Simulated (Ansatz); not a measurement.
The system is Ta4NiO11.

```
Ta Ni O
1.0
     4.77089    0.00000    0.00513
     0.00000    5.82454    0.00000
    -1.98628    0.00000    7.25051
Ta Ni O
4 1 11
Direct
  0.61339 0.50000 0.76042
  0.38661 0.50000 0.23958
  0.16615 0.00000 0.79875
  0.83385 0.00000 0.20125
  0.50000 0.00000 0.50000
  0.33278 0.79913 0.65053
  0.66722 0.79913 0.34947
  0.90047 0.25786 0.80718
  0.09953 0.25786 0.19282
  0.66722 0.20087 0.34947
  0.33278 0.20087 0.65053
  0.09953 0.74214 0.19282
  0.90047 0.74214 0.80718
  0.50000 0.50000 0.00000
  0.50000 0.00000 0.00000
  0.50000 0.50000 0.50000
```

The cell was built by a generator and needn't be a form met in nature.

Base run:

```yaml
Program: Ansatz 0.2.0
Functional: PBE
Potentials_or_basis: Ansatz PAW
Cutoff: 420 eV
Density_cutoff: 1680 eV
k_mesh: 6 × 5 × 4
Occupations: fermi-dirac, width 0.05 eV
Spin: collinear spin, ferromagnetic start
Starting_moments: "[0.0, 0.0, 0.0, 0.0, 1.0, 0.0, 0.0, 0.0, 0.0, 0.0, 0.0, 0.0, 0.0, 0.0, 0.0, 0.0] μB"
Hubbard_terms: Ni d U = 4 eV, Ta d U = 4 eV
```

Its results: band gap on the k mesh 2.34 eV, indirect (least direct gap 2.44 eV); pressure 2.7 GPa; net moment 0.00 μB per cell; largest force 0.520 eV/Å.

**Question.** The run is repeated on the same cell with these changes: hubbard terms from Ni d U = 4 eV, Ta d U = 4 eV to Ni d U = 8 eV, Ta d U = 8 eV. What comes out?

**Answer.** Band gap on the k mesh 2.87 eV, indirect (least direct gap 2.91 eV); pressure 6.0 GPa; net moment 0.00 μB per cell; largest force 1.004 eV/Å.

Caveats: the magnetic or orbital state may not be the lowest; odd divisions of the mesh miss points on the zone boundary, where band edges often lie, so the gap on the mesh can be too wide; spin-orbit coupling is left out, which moves the levels of the heavy elements; the density of states is complete only up to the lowest level of the last band computed; forces of over 1 eV/Å show positions far from the minimum, so gaps and moduli don't describe the material at rest (some runs).

A k mesh can miss the band edges.

Not every run made on this cell is shown here.
